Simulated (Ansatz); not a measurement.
# Zr2O: the cost of one run

Program: Ansatz 0.2.0. Level of theory: DFT r2SCAN, scalar-relativistic, plane waves, PAW. These are calculated values, not measurements.

2 further runs of the same task are left out: 2 set aside as unsound or not needed.

**1. Starting point**

It takes space group Pn-3m (No. 224, cubic). The conventional cell has a = 4.846 Å, b = 4.846 Å, c = 4.846 Å, α = 90.00°, β = 90.00°, γ = 90.00°. Zr (site symmetry -3m) is surrounded by 2 O at 2.10 Å. O (site symmetry -43m) is surrounded by 4 Zr at 2.10 Å.

Structure file:

```cif
data_structure
_symmetry_space_group_name_H-M 'Pn-3m:1'
_symmetry_Int_Tables_number 224
_cell_length_a 4.8457
_cell_length_b 4.8457
_cell_length_c 4.8457
_cell_angle_alpha 90.000
_cell_angle_beta 90.000
_cell_angle_gamma 90.000
_cell_volume 113.78
loop_
_atom_site_label
_atom_site_type_symbol
_atom_site_symmetry_multiplicity
_atom_site_Wyckoff_symbol
_atom_site_fract_x
_atom_site_fract_y
_atom_site_fract_z
_atom_site_occupancy
Zr1 Zr 4 c 0.25000 0.25000 0.75000 1
O1 O 2 a 0.00000 0.00000 0.00000 1
```

It goes back to an entry of the Materials Project, which need not be the stable form.

It is built from the cell relaxed beforehand with the same method (18.96 Å³/atom).

**2. Zero of the scan**

input.yaml reads:

```yaml
crystal:
  lattice:
    - [0.0, -4.8457251934, 0.0]
    - [0.0, 0.0, -4.8457251934]
    - [9.6914503869, 0.0, 0.0]
  atoms:
    - { symbol: Zr, position: [0.75, 0.25, 0.125] }
    - { symbol: Zr, position: [0.75, 0.25, 0.625] }
    - { symbol: Zr, position: [0.75, 0.75, 0.375] }
    - { symbol: Zr, position: [0.75, 0.75, 0.875] }
    - { symbol: Zr, position: [0.25, 0.75, 0.125] }
    - { symbol: Zr, position: [0.25, 0.75, 0.625] }
    - { symbol: Zr, position: [0.25, 0.25, 0.375] }
    - { symbol: Zr, position: [0.25, 0.25, 0.875] }
    - { symbol: O, position: [0.0, 1.0, 0.0] }
    - { symbol: O, position: [0.0, 1.0, 0.5] }
    - { symbol: O, position: [0.5, 0.5, 0.25] }
    - { symbol: O, position: [0.5, 0.5, 0.75] }
basis:
  ecutwfc: 500
kpoints:
  mp_grid: { grid: [10, 10, 5] }
hamiltonian:
  xc: r2scan
scf:
  occupations: { method: gaussian, width: 0.15 }
output:
  forces: true
  stress: true
  eigenvalues: true
```

Run with:

```console
$ ansatz run input.yaml --threads 2 --pin off --max-ram 5120MiB --backend cpu --events-out ev --progress --plain --runs-dir out
```

Q: Estimate wall time and peak memory on 2 threads of Arm Neoverse V2, shared host.

About 55 s, with a peak of 1.4 GiB.
